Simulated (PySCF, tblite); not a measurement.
# C₅H₁₁FO₂Si: geometry, infrared bands and NMR shifts

What infrared bands and NMR shifts should C₅H₁₁FO₂Si (`COC[C@@H]1CCO[Si@H]1F`) show?

Programs: tblite 0.8.0 and PySCF 2.14.0, with density-fitted response routines of our own. Each step states its level of theory. These are calculated values for one molecule in the gas phase, unless marked as measured. Atoms count from 0, in the outputs and in this text.

## Step 1: Starting geometry

20 atoms, charge 0, multiplicity 1; geometry from: force field or distance geometry start.

Bonds of the start (Å): C0–O1 1.44, O1–C2 1.43, C2–C3 1.54, C3–C4 1.55, C4–C5 1.54, C5–O6 1.44, O6–Si7 1.68, Si7–F8 1.60, Si7–C3 1.89, C0–H9 1.09, C0–H10 1.09, C0–H11 1.08, C2–H12 1.10, C2–H13 1.10, C3–H14 1.09, C4–H15 1.10, C4–H16 1.10, C5–H17 1.09, C5–H18 1.09, Si7–H19 1.49.

## Step 2: Relaxing the molecule with GFN2-xTB

What the job is given:

```
{"job": {"kind": "relax", "xc": "GFN2-xTB", "basis": "xTB"}, "charge": 0, "multiplicity": 1}
C      3.258800     0.067100     0.049700
O      1.921300     0.407500    -0.356600
C      1.000800    -0.614800     0.024900
C     -0.389000    -0.179000    -0.463000
C     -0.888800     1.116300     0.223700
C     -2.428900     1.120700     0.103900
O     -2.926100    -0.188700     0.420300
Si    -1.798700    -1.355300    -0.019300
F     -2.297300    -2.108000    -1.345700
H      3.571000    -0.855200    -0.432700
H      3.304800    -0.038500     1.136400
H      3.912300     0.877400    -0.255300
H      1.009000    -0.745600     1.120300
H      1.286300    -1.559500    -0.451800
H     -0.379300    -0.017500    -1.537800
H     -0.610200     1.128100     1.291100
H     -0.449400     2.012800    -0.242500
H     -2.863600     1.837300     0.803900
H     -2.748400     1.390700    -0.901800
H     -1.489800    -2.285000     1.097900
```

The run is started by

```bash
$ OMP_NUM_THREADS=1 python probes_run.py task.json out
```

This one command runs all jobs of the session in turn.

**Question.** This job is followed by: GFN2-xTB harmonic vibrations, gas phase; GIAO PBE0/pcSseg-1 NMR shielding, non-relativistic, gas phase. What will the session give for the following? strongest single infrared mode (GFN2-xTB); zero-point energy (GFN2-xTB); ¹³C shifts against TMS (PBE0/pcSseg-1); ¹H shifts against TMS (PBE0/pcSseg-1, means over atoms taken as alike); ¹⁷O shifts against H2O (PBE0/pcSseg-1); ²⁹Si shifts against TMS (PBE0/pcSseg-1); ¹⁹F shifts against CFCl3 (PBE0/pcSseg-1); surface potential, 1st and 99th percentile.

**Answer**, as computed:

| quantity | value |
| --- | --- |
| strongest single infrared mode (GFN2-xTB) | 2422 cm⁻¹, 235 km/mol |
| zero-point energy (GFN2-xTB) | 98.9 kcal/mol |
| ¹³C shifts against TMS (PBE0/pcSseg-1) | 77.3, 71.0, 61.2, 37.5, 32.2 ppm |
| ¹H shifts against TMS (PBE0/pcSseg-1, means over atoms taken as alike) | 4.80, 4.37, 4.28, 3.75, 3.52, 3.09, 2.49, 1.71, 1.50 ppm |
| ¹⁷O shifts against H2O (PBE0/pcSseg-1) | 78.9, 34.2 ppm |
| ²⁹Si shifts against TMS (PBE0/pcSseg-1) | 3.9 ppm |
| ¹⁹F shifts against CFCl3 (PBE0/pcSseg-1) | -162.1 ppm |
| surface potential, 1st and 99th percentile | -1.33 V and 1.28 V |

In words: Over 61 steps the energy fell by 0.198 eV; of the close pairs, O6–Si7 changed most, 1.681 to 1.621 Å. No mode is imaginary among the 54: a minimum at this level. The strongest single mode, at 2422 cm⁻¹, moves mainly H19. GFN2-xTB is a fitted tight-binding method: band positions and strengths are rough. Its intensities can rank the bands wrongly. At PBE0/pcSseg-1: The widest tensor belongs to O6: span 155 ppm, with a paramagnetic part of -139 ppm.
